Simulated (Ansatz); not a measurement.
**CH₈O₂Si₂: how energies converge with the basis set**

An exercise on one series of results from a longer session: the logs are not shown, and one member is left open.

Computed with Ansatz 0.2.0, Gaussian basis. Level: one geometry, several basis sets.

Plan: PBE0-D4/def2-SVP; ωB97M-V/def2-SVP; PBE0-D4/def2-QZVPP; ωB97M-V/def2-QZVPP; the functionals' def2-TZVPP values are taken from earlier runs.

### The geometry

All runs share one geometry, relaxed beforehand with PBE0-D4 in a triple-zeta def2 set.

SMILES `CO[SiH2][SiH2]O`, 13 atoms, charge 0, spin multiplicity 1.

Atoms are counted from 1 here; the program's logs count them from 0.

Bond lengths: C1–O2 1.411 Å, C1–H6 1.091 Å, C1–H7 1.096 Å, C1–H8 1.096 Å, O2–Si3 1.660 Å, Si3–Si4 2.353 Å, Si3–H9 1.493 Å, Si3–H10 1.493 Å, Si4–O5 1.652 Å, Si4–H11 1.489 Å, Si4–H12 1.488 Å, O5–H13 0.962 Å. Angles: O2–C1–H6 108.5°, O2–C1–H7 111.2°, O2–C1–H8 111.2°, H6–C1–H7 108.6°, H6–C1–H8 108.6°, H7–C1–H8 108.7°, C1–O2–Si3 122.7°, O2–Si3–Si4 99.1°, O2–Si3–H9 110.0°, O2–Si3–H10 110.1°, Si4–Si3–H9 115.4°, Si4–Si3–H10 115.5°, H9–Si3–H10 106.6°, Si3–Si4–O5 104.1°, Si3–Si4–H11 112.2°, Si3–Si4–H12 112.5°, O5–Si4–H11 110.6°, O5–Si4–H12 110.2° and more.

Coordinates:

| atom | x (Å) | y (Å) | z (Å) |
| --- | --- | --- | --- |
| C1 | -0.9769 | 1.5357 | -1.3418 |
| O2 | -0.1450 | 0.6793 | -0.5896 |
| Si3 | -0.7439 | -0.4797 | 0.4376 |
| Si4 | 1.2891 | -1.3777 | 1.2115 |
| O5 | 2.4418 | -0.5451 | 0.3703 |
| H6 | -0.3446 | 2.2015 | -1.9312 |
| H7 | -1.6129 | 2.1442 | -0.6892 |
| H8 | -1.6176 | 0.9664 | -2.0246 |
| H9 | -1.6168 | -1.4283 | -0.3164 |
| H10 | -1.6039 | 0.1550 | 1.4805 |
| H11 | 1.4679 | -1.1822 | 2.6763 |
| H12 | 1.4076 | -2.8357 | 0.9391 |
| H13 | 2.0757 | 0.1319 | -0.2075 |

The first run:

Input file in.yaml:

```yaml
crystal:
  periodic: [false, false, false]
  atoms:
    - {symbol: C, position_ang: [-0.976935, 1.535653, -1.341839]}
    - {symbol: O, position_ang: [-0.144993, 0.679266, -0.589613]}
    - {symbol: Si, position_ang: [-0.743945, -0.479697, 0.437571]}
    - {symbol: Si, position_ang: [1.289140, -1.377719, 1.211542]}
    - {symbol: O, position_ang: [2.441756, -0.545094, 0.370275]}
    - {symbol: H, position_ang: [-0.344565, 2.201509, -1.931180]}
    - {symbol: H, position_ang: [-1.612865, 2.144197, -0.689209]}
    - {symbol: H, position_ang: [-1.617583, 0.966407, -2.024650]}
    - {symbol: H, position_ang: [-1.616768, -1.428334, -0.316366]}
    - {symbol: H, position_ang: [-1.603858, 0.154988, 1.480456]}
    - {symbol: H, position_ang: [1.467913, -1.182173, 2.676288]}
    - {symbol: H, position_ang: [1.407552, -2.835660, 0.939075]}
    - {symbol: H, position_ang: [2.075652, 0.131859, -0.207549]}
basis:
  gaussian: {orbitals: def2-SVP}
hamiltonian: {xc: pbe0, dispersion: d4}
output: {orbitals: {seedname: orbitals}}
```

Started as:

```bash
> ansatz run in.yaml --threads 4 --pin off --events-out ev --progress --plain --max-ram 10444MiB
```

Among the steps run: PBE0-D4 in def2-SVP; ωB97M-V in def2-SVP; PBE0-D4 in def2-QZVPP; ωB97M-V in def2-QZVPP.

One table of the session follows, with a row left open; its other results are not shown here.

It belongs to the step «Density functionals: the series». 

| functional | basis | HOMO (eV) |
| --- | --- | --- |
| PBE0-D4 | def2-SVP | -7.89 |
| PBE0-D4 | def2-TZVPP | -7.94 |
| PBE0-D4 | def2-QZVPP | -7.95 |
| ωB97M-V | def2-SVP | -9.93 |
| ωB97M-V | def2-TZVPP | ? |
| ωB97M-V | def2-QZVPP | -10.02 |

**Question.** Estimate the row for ωB97M-V, def2-TZVPP.

As computed: HOMO (eV): -10.00. In the column «HOMO (eV)» it lies between ωB97M-V, def2-QZVPP (-10.02) and ωB97M-V, def2-SVP (-9.93).
